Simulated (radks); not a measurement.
**V²⁺ with its nuclear charge varied continuously**

What is the energy between the elements? 21 electrons are held in [Ar] 3d3 while Z is changed in small steps.

Program: radks (a radial shooting solver on a logarithmic mesh, Libxc functionals) version 1. Level of theory: non-relativistic Kohn-Sham, LDA (Slater exchange, Perdew-Wang correlation), spin-polarised, spherical densities, point nucleus; open shells are filled with parallel spins first. These are calculated values, not measurements, unless marked.

### Step 1. The system

| Quantity | Value |
| --- | --- |
| element | vanadium (Z = 23) |
| charge | +2 |
| electrons | 21 |
| configuration | [Ar] 3d3 |

The outer shells:

V²⁺
```
[Ar] core
3d [↑ ][↑ ][↑ ][  ][  ]
```

In the logs a row gives level, spin channel, occupation and eigenvalue; Etot, Ekin, Encl (electron-nucleus), Eh (Hartree) and Exc are energies, all in hartree; err is the last residual, it the number of iterations.

### Step 2. Z = 23

Input:

```text
Z 23
configuration [Ar] 3d3
relativity non-relativistic
functional lda,pw
spin polarised
nucleus point
```

The program printed:

```text
1s      1   1.0000        -195.82765332
2s      1   1.0000         -22.42438614
2p      1   3.0000         -19.04084120
3s      1   1.0000          -3.17357515
3p      1   3.0000          -2.25630419
3d      1   3.0000          -0.83321182
1s      2   1.0000        -195.82785651
2s      2   1.0000         -22.38219889
2p      2   3.0000         -19.00839374
3s      2   1.0000          -3.06867673
3p      2   3.0000          -2.15335296
3d      2   0.0000          -0.73818948
Etot -940.9231086146531
Ekin 939.6719051365516
Encl -2220.1246899136017
Eh 382.12323550534734
Exc -42.5935593429504
err 4.519356274374403e-09
it 15
```

The top filled level is 3d up, -22.673 eV.

From the orbitals of this run (lengths in bohr):

| level | occupation | energy (eV) | <r> | outermost maximum (interpolated) | 90 % within | nodes |
| --- | --- | --- | --- | --- | --- | --- |
| 2p up | 3 | -518.13 | 0.2757 | 0.209 | 0.453 | 0 |
| 2p down | 3 | -517.24 | 0.2753 | 0.209 | 0.452 | 0 |
| 3s up | 1 | -86.357 | 0.9576 | 0.827 | 1.44 | 2 |
| 3s down | 1 | -83.503 | 0.9597 | 0.827 | 1.44 | 2 |
| 3p up | 3 | -61.397 | 1.018 | 0.847 | 1.57 | 1 |
| 3p down | 3 | -58.596 | 1.022 | 0.848 | 1.58 | 1 |
| 3d up | 3 | -22.673 | 1.295 | 0.878 | 2.21 | 0 |
| 3d down | 0 | -20.087 | 1.338 | 0.886 | 2.30 | 0 |

The radial density on a logarithmic grid:

| r (bohr) | 4πr²ρ (e/bohr) |
| --- | --- |
| 0.00218 | 0.4407 |
| 0.00315 | 0.8798 |
| 0.00456 | 1.722 |
| 0.00658 | 3.275 |
| 0.00959 | 6.052 |
| 0.0139 | 10.39 |
| 0.0200 | 16.38 |
| 0.0289 | 22.85 |
| 0.0418 | 26.97 |
| 0.0604 | 25.89 |
| 0.0872 | 21.59 |
| 0.127 | 21.95 |
| 0.184 | 28.25 |
| 0.265 | 27.14 |
| 0.383 | 14.84 |
| 0.554 | 9.201 |
| 0.800 | 11.70 |
| 1.16 | 8.412 |
| 1.68 | 2.730 |
| 2.43 | 0.4992 |
| 3.51 | 0.05515 |

### Step 3. Z = 22.5

Input: that of step 2 with these lines changed.

```diff
@@ -1,2 +1,2 @@
-Z 23
+Z 22.5
 configuration [Ar] 3d3
```

The program printed:

```text
1s      1   1.0000        -186.46483883
2s      1   1.0000         -20.93722655
2p      1   3.0000         -17.65943933
3s      1   1.0000          -2.75673002
3p      1   3.0000          -1.88449960
3d      1   3.0000          -0.55803506
1s      2   1.0000        -186.46518496
2s      2   1.0000         -20.90176160
2p      2   3.0000         -17.63213065
3s      2   1.0000          -2.66234254
3p      2   3.0000          -1.79144770
3d      2   0.0000          -0.47292168
Etot -893.3234949335283
Ekin 892.0938321591076
Encl -2112.0573815792004
Eh 367.90327147790117
Exc -41.263216991336584
err 2.3848498396392752e-11
it 16
```

Energy against step 2 (Z = 23): +1295.3 eV. Highest occupied level: 3d up at -15.185 eV.

### Step 4. Z = 23.5

Input: that of step 3 with these lines changed.

```diff
@@ -1,2 +1,2 @@
-Z 22.5
+Z 23.5
 configuration [Ar] 3d3
```

The program printed:

```text
1s      1   1.0000        -205.45156226
2s      1   1.0000         -23.98783544
2p      1   3.0000         -20.49797509
3s      1   1.0000          -3.63072406
3p      1   3.0000          -2.66744148
3d      1   3.0000          -1.14859501
1s      2   1.0000        -205.45162046
2s      2   1.0000         -23.93903465
2p      2   3.0000         -20.46049524
3s      2   1.0000          -3.51659401
3p      2   3.0000          -2.55568976
3d      2   0.0000          -1.04422032
Etot -989.8489703763674
Ekin 988.5777351639118
Encl -2330.6105264354155
Eh 396.09398654627955
Exc -43.91016565114322
err 1.9480749179307085e-11
it 15
```

Energy against step 2 (Z = 23): -1331.3 eV. Highest occupied level: 3d up at -31.255 eV.

### Step 5. Z = 24

Input: that of step 4 with these lines changed.

```diff
@@ -1,2 +1,2 @@
-Z 23.5
+Z 24
 configuration [Ar] 3d3
```

The program printed:

```text
1s      1   1.0000        -215.33316544
2s      1   1.0000         -25.62367464
2p      1   3.0000         -22.02701447
3s      1   1.0000          -4.12425898
3p      1   3.0000          -3.11424104
3d      1   3.0000          -1.50067667
1s      2   1.0000        -215.33307903
2s      2   1.0000         -25.56834240
2p      2   3.0000         -21.98458476
3s      2   1.0000          -4.00183256
3p      2   3.0000          -2.99446194
3d      2   0.0000          -1.38733462
Etot -1040.096881905409
Ekin 1038.806774641119
Encl -2443.5785579938392
Eh 409.8918840427486
Exc -45.2169825954374
err 3.4973230412611402e-09
it 14
```

E − E(step 2, Z = 23) = -2698.7 eV. 3d up is the highest filled level (-40.835 eV).

### Step 6. All runs together

| Z | E (hartree) | E(electron-nucleus)/Z (hartree) | highest level | its energy (eV) | <r> (bohr) |
| --- | --- | --- | --- | --- | --- |
| 22.5 | -893.32349 | -93.8692 | 3d up | -15.185 | 1.450 |
| 23 | -940.92311 | -96.5272 | 3d up | -22.673 | 1.295 |
| 23.5 | -989.84897 | -99.1749 | 3d up | -31.255 | 1.180 |
| 24 | -1040.09688 | -101.816 | 3d up | -40.835 | 1.091 |

At Z = 23 the central difference of E is -96.525 hartree, against -96.527 from the Hellmann-Feynman theorem. The top level goes from -15.185 eV at Z = 22.5 to -40.835 eV at Z = 24.
